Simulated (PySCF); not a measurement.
# RuCl₃⁺: relaxation and vibrations of the triplet

Where does triplet RuCl₃⁺ go from a B3LYP minimum start, is the end point a minimum, and what are its modes, charges and moments?

Method: B3LYP, basis Ru def2-SVP with ECP28, Cl def2-SVP, scalar-relativistic core potentials, no spin–orbit coupling, density fitting; program: PySCF 2.14.0.

### Step 1. Where the work starts

4 atoms, charge 1, spin multiplicity 3.

Bond lengths: Ru1–Cl2 2.142 Å, Ru1–Cl3 2.142 Å, Ru1–Cl4 2.142 Å. Angles: Cl2–Ru1–Cl3 120.0°, Cl2–Ru1–Cl4 120.0°, Cl3–Ru1–Cl4 120.0°.

Coordinates in bohr (charge 1 multiplicity 3):
```
Ru    0.0000    0.0000    0.0000
Cl    4.0470    0.0000    0.0000
Cl   -2.0235    3.5048    0.0000
Cl   -2.0235   -3.5048    0.0000
```

### Step 2. First SCF at the start

One driver script runs all steps and calls PySCF; scf.py shows how it sets up the SCF of each step. The optimiser is the driver's own. After this first run the driver tries any further starts and a stability analysis.

Input file scf.py:

```python
from pyscf import gto, scf, dft
mol = gto.M(atom='''
Ru     0.000000    -0.000000     0.000000
Cl     2.141596    -0.000001     0.000000
Cl    -1.070798     1.854677    -0.000000
Cl    -1.070799    -1.854676     0.000000''',
    basis={'Ru': 'def2-SVP', 'Cl': 'def2-SVP'},
    ecp={'Ru': 'def2-SVP'},
    charge=1, spin=2)
mf = dft.UKS(mol, xc='B3LYP')
mf.grids.atom_grid = (50, 194)
aux = {'Ru': 'def2-universal-JKFIT', 'Cl': 'def2-universal-JKFIT'}
mf = mf.density_fit(auxbasis=aux)
mf.conv_tol = 1e-08
mf.diis_space = 10
mf.max_cycle = 60
mf.init_guess = 'minao'
mf.verbose = 4
mf.kernel()
```

The run is started by

```sh
OMP_NUM_THREADS=2 python axn.py task.json out
```

Standard output:

```text
init E= -1466.09556303758
[... the frontier-level lines of each cycle are left out ...]
cycle= 1 E= -1474.53303241574  delta_E= -8.44  |g|= 0.781  |ddm|= 2.42
cycle= 2 E= -1471.85267098774  delta_E= 2.68  |g|= 2.23  |ddm|= 2.98
cycle= 3 E= -1474.83746319972  delta_E= -2.98  |g|= 0.0944  |ddm|= 2.58
cycle= 4 E= -1474.84100404528  delta_E= -0.00354  |g|= 0.0772  |ddm|= 0.122
cycle= 5 E= -1474.84397847657  delta_E= -0.00297  |g|= 0.0223  |ddm|= 0.0647
cycle= 6 E= -1474.84432506084  delta_E= -0.000347  |g|= 0.00241  |ddm|= 0.0375
cycle= 7 E= -1474.84433669547  delta_E= -1.16e-05  |g|= 0.00106  |ddm|= 0.00717
cycle= 8 E= -1474.84433776181  delta_E= -1.07e-06  |g|= 0.00157  |ddm|= 0.00465
cycle= 9 E= -1474.84433971376  delta_E= -1.95e-06  |g|= 0.000304  |ddm|= 0.00262
cycle= 10 E= -1474.84433977857  delta_E= -6.48e-08  |g|= 7.65e-05  |ddm|= 0.00053
cycle= 11 E= -1474.84433978203  delta_E= -3.46e-09  |g|= 1.96e-05  |ddm|= 8.17e-05
Extra cycle  E= -1474.84433977939  delta_E= 2.64e-09  |g|= 7.68e-05  |ddm|= 7.49e-05
converged SCF energy = -1474.84433977939  <S^2> = 2.0162184  2S+1 = 3.0107928
```

This step, with its further starts and checks, ran for 30 s (2 threads of Arm Neoverse N1, shared host).

Energies from each starting density:

```
                      start   energy (Eh)
    the minimal-basis guess  -1474.844340
a thermally smeared density  -1474.844340
      a smeared PBE density  -1474.844340
```

The test of internal stability and the other starts found no lower solution of this spin.

### Step 3. Relaxing the triplet from the B3LYP minimum start

The program finds D3h symmetry in the start, which this walk keeps.

scf.py: that of step 2 with these lines changed.

```diff
@@ -3 +3 @@
-Ru     0.000000    -0.000000     0.000000
+Ru     0.000000     0.000000     0.000000
@@ -5 +5 @@
-Cl    -1.070798     1.854677    -0.000000
+Cl    -1.070797     1.854677     0.000000
@@ -17 +16,0 @@
-mf.init_guess = 'minao'
```

Steps of the walk:

```
step   energy (Eh)  change (kJ/mol)  largest symmetric gradient (Eh/bohr)
   0  -1474.844340             0.00                               0.00003
```

The walk took 4.5 s.

Geometry (Å) and forces (eV/Å) at some steps:

```
step 0
Ru   0.000   0.000   0.000   0.008   0.000   0.000
Cl   2.142   0.000   0.000  -0.002   0.000   0.000
Cl  -1.071   1.855   0.000  -0.003  -0.004   0.000
Cl  -1.071  -1.855   0.000  -0.003   0.004   0.000
```

After 0 steps and 0.0 kJ/mol it ends at D3h: Ru–Cl 2.142 Å (×3); Cl–Ru–Cl 120.0° (×3).

### Step 4. Is it a minimum? Harmonic modes

The point is checked on the finer grid, and tightened if its gradient asks for it. The Hessian and the dipole derivatives come from central differences of analytic gradients, with steps of 0.02 bohr.

scf.py: that of step 3 with these lines changed.

```diff
@@ -3,4 +3,4 @@
-Ru     0.000000     0.000000     0.000000
-Cl     2.141596    -0.000001     0.000000
-Cl    -1.070797     1.854677     0.000000
-Cl    -1.070799    -1.854676     0.000000''',
+Ru    -0.000000     0.000000     0.000000
+Cl     2.141422    -0.000001     0.000000
+Cl    -1.070710     1.854526     0.000000
+Cl    -1.070712    -1.854525     0.000000''',
@@ -11 +11 @@
-mf.grids.atom_grid = (50, 194)
+mf.grids.atom_grid = (75, 302)
@@ -14 +14 @@
-mf.conv_tol = 1e-08
+mf.conv_tol = 1e-10
```

The driver hands on the density of the step before, so the log starts near convergence.

SCF at the final geometry:

```text
init E= -1474.84435263453
[... the frontier-level lines of each cycle are left out ...]
cycle= 1 E= -1474.84435263453  delta_E= 6.37e-12  |g|= 3.86e-06  |ddm|= 3.85e-06
Extra cycle  E= -1474.84435263441  delta_E= 1.16e-10  |g|= 1.59e-05  |ddm|= 1.52e-05
converged SCF energy = -1474.84435263441  <S^2> = 2.0162062  2S+1 = 3.0107848
```

The whole step took 67 s.

Geometry: D3h; Ru–Cl 2.141 Å (×3); Cl–Ru–Cl 120.0° (×3).

Harmonic modes (main isotopes):

```tsv
symmetry	ω (cm⁻¹)	IR (km/mol)	type
a2''	45	0.2	bend
e'	107	0.1	bend
a1'	405	0.0	stretch
e'	476	95.1	stretch
```

No imaginary mode, so this is a minimum.

Constants and moments:

| Property | Result |
| --- | --- |
| Dipole moment about the centre of mass | 0.00 D |
| Highest occupied level | -13.63 eV |
| Lowest empty level | -11.29 eV |
| Rotational constants | 0.07008, 0.07008, 0.03504 cm⁻¹ |
| Zero-point energy | 9.7 kJ/mol |
| Principal polarisabilities | 34.1, 84.9, 84.9 bohr³ |
| Principal traceless quadrupole moments about the centre of mass | -10.99, 5.49, 5.49 D Å |
| Entropy at 298.15 K and 1 bar (electronic part: spin only) | 348.2 J/(mol K) |
| Heat capacity Cp at 298.15 K | 74.8 J/(mol K) |
| Enthalpy at 298.15 K above 0 K | 18.00 kJ/mol |
| Rotational symmetry number | 6 |
| Spin squared ⟨S²⟩ | 2.016 |

Populations by atom (charges in e):

| atom | Mulliken | Löwdin | polar tensor | spin (Mulliken) | Mayer order to Ru1 |
| --- | --- | --- | --- | --- | --- |
| Ru1 | 0.51 | -0.50 | 1.40 | 1.62 | – |
| Cl2,3,4 | 0.16 | 0.50 | -0.13 | 0.13 | 1.47 |

Outer orbital energies (eV). α occupied: -17.62, -16.21, -16.21, -16.12, -15.44, -14.29, -14.29, -14.18; empty: -11.29, -11.29, -5.02, -4.49. β occupied: -18.18, -16.21, -16.21, -16.20, -16.20, -15.53, -15.45, -13.63; empty: -10.87, -10.87, -10.72, -10.72.

Mulliken populations on Ru1 (outside its core potential): s 2.49, p 6.45, d 6.54, f 0.01.

### Step 5. Summary of results

| quantity | value |
| --- | --- |
| minimum | triplet, D3h |
| geometry | Ru–Cl 2.141 Å (×3); Cl–Ru–Cl 120.0° (×3) |
| wavenumbers (cm⁻¹) | 45 (a2''), 107 (e'), 405 (a1'), 476 (e') |
| dipole moment (centre of mass) | 0.00 D |
| highest occupied, lowest empty level (either spin) | -13.63, -11.29 eV |
| polar-tensor charge of Ru1 | +1.40 e |
| zero-point energy | 9.7 kJ/mol |
| entropy at 298.15 K | 348.2 J/(mol K) |
| ⟨S²⟩ | 2.016 |

The molecule stays D3h, as typed, and the end point is a minimum. In the infrared the band at 476 cm⁻¹ (e', stretch) leads. Most of the spin sits on Ru1 (Mulliken spin 1.62, against 2 for the whole molecule). Only this shape and spin were tried, so other structures or states may lie lower. One determinant may miss the lowest occupation of an open d or f shell.

The search up to here took 1.7 min.
